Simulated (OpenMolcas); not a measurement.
# Mo³⁺ among point charges: CASSCF and CASPT2 levels and susceptibility

Aim: the splitting of the states of Mo³⁺ in the field of 6 point charges, its lowest levels with spin-orbit coupling and its magnetic susceptibility.

Method: state-averaged CASSCF and CASPT2, spin-orbit coupling by RASSI with atomic mean-field integrals. Code: OpenMolcas 26.06.

## 1. The system

* Species: Mo³⁺ (molybdenum, Z = 42, 39 electrons)
* Basis: ANO-RCC-VDZP [6s5p3d1f], 43 functions
* Scalar Hamiltonian: DKH2, point nucleus
* Inactive shells: 1s 2s 2p 3s 3p 3d 4s 4p
* Active space: 3 electrons in 5 orbitals (4d)
* Some configurations of this space: 4d³
* Orbitals: optimised for each spin and parity, averaged over all roots

Outer shells as boxes (Hund's rule):

4d3
```
4d [↑ ][↑ ][↑ ][  ][  ]
```

The ion sits among 6 point charges of -1.1 e arranged as an octahedron (Oh), 1.89 Å from the ion.

Each step is its own input file, run in one work folder so that later steps find the files of earlier ones. Labels, J, g values, rates, χT and fits are worked out afterwards by a script from the matrices that RASSI stores. The input lists half of the charges; inversion (Group=XYZ) makes the rest.

## 2. One- and two-electron integrals

a.inp reads:

```
&GATEWAY
Coord
1

Mo 0.0 0.0 0.0
Basis=ANO-RCC-VDZP
Group=XYZ
NoMove
AngMom=0.0 0.0 0.0
AMFI
XField
3 Angstrom 0
1.890000 0.000000 0.000000 -1.100000
0.000000 1.890000 0.000000 -1.100000
0.000000 0.000000 1.890000 -1.100000
&SEWARD
```

Launch:

```console
$ OMP_NUM_THREADS=1 MOLCAS_MEM=1689 MOLCAS_PROJECT=a pymolcas a.inp > a.log
```

## 3. CASSCF: quartets of even parity, 10 roots

a.inp reads:

```
&RASSCF
FileOrb=start.orb
Symmetry=1
Spin=4
nActEl=3 0 0
Inactive=9 9
Ras2=5 0
CIRoot=10 10 1
SDav=10
CIMx=300
Iter=120 100
PrWF=0.3
OrbListing=Nothing
MaxOrb=0
>>> COPY $Project.JobIph JOB001
```

start.orb holds the contracted functions of the basis, ordered by shell, or the orbitals of the step before.

## 4. CASSCF: doublets of even parity, 40 roots

a.inp reads:

```
&RASSCF
FileOrb=start.orb
Symmetry=1
Spin=2
nActEl=3 0 0
Inactive=9 9
Ras2=5 0
CIRoot=40 40 1
SDav=40
CIMx=300
Iter=120 100
PrWF=0.3
OrbListing=Nothing
MaxOrb=0
>>> COPY $Project.JobIph JOB002
```

## 5. RASSI: spin-orbit coupling between the states

a.inp reads:

```
&RASSI
NrOfJobIphs=2 10 40
1 2 3 4 5 6 7 8 9 10
1 2 3 4 5 6 7 8 9 10 11 12 13 14 15 16 17 18 19 20 21 22 23 24 25 26 27
28 29 30 31 32 33 34 35 36 37 38 39 40
IphNames
JOB001
JOB002
EJob
SpinOrbit
DIPRint=1.0
SOCoupling=1000.0
Subsets=2
Property=9
'ANGMOM' 1 'ANGMOM' 2 'ANGMOM' 3 'MLTPL  1' 1 'MLTPL  1' 2 'MLTPL  1' 3
'AMFI' 1 'AMFI' 2 'AMFI' 3
SOProperty=3
'ANGMOM' 1 'ANGMOM' 2 'ANGMOM' 3
```

## 6. CASPT2: IPEA 0.25, imaginary shift 0.1 (closed shells correlated: 4s 4p)

a.inp reads:

```
>>> COPY JOB001 $Project.JobIph
&CASPT2
Multistate=10 1 2 3 4 5 6 7 8 9 10
NoMult
Frozen=8 6
IPEA=0.25
Imaginary=0.1
MaxIter=60
WThr=0.0 0.3 0.05
PrWF=0.5
NoMix
>>> COPY JOB002 $Project.JobIph
&CASPT2
Multistate=40 1 2 3 4 5 6 7 8 9 10 11 12 13 14 15 16 17 18 19 20 21 22
23 24 25 26 27 28 29 30 31 32 33 34 35 36 37 38 39 40
NoMult
Frozen=8 6
IPEA=0.25
Imaginary=0.1
MaxIter=60
WThr=0.0 0.3 0.05
PrWF=0.5
NoMix
```

(Steps that only read results are left out.)

**Question.** What will these runs give? Wanted: spin-free ground state; first state of the same spin within the active space; lowest level; next level.

**Answer**, as computed:

| quantity | value |
| --- | --- |
| method | SS-CASPT2, IPEA 0.25, imaginary shift 0.1 (closed shells correlated: 4s 4p) |
| spin-free ground state | 4A2, 1-fold in its orbital part |
| first state of the same spin within the active space | 4T2 at 10400 cm⁻¹ |
| lowest level | 4-fold Γ8 |
| next level | 10131.2 cm⁻¹ |
| χT at 300 K | 1.55 cm³ K/mol |
| effective moment at 300 K | 3.52 μB |

Cost by method:

```csv
method,time of its own steps,time with the reference
A. CASSCF,10 s,10 s
"B. SS-CASPT2, IPEA 0.25, imaginary shift 0.1, +4s 4p",3.6 s,14 s
```

Times are of one thread on a shared host.

The spin-free ground state (4A2) comes to 100 % from free-ion F terms and keeps the highest spin of the shell. χT at 300 K is 1.55, against 1.88 cm³ K/mol for the spin alone, so spin-orbit coupling lowers it. CASPT2 does not keep the components of a term degenerate, and the means are used. The field of point charges can differ much from that of real complexes. This is an electrostatic model: the charges have no orbitals.
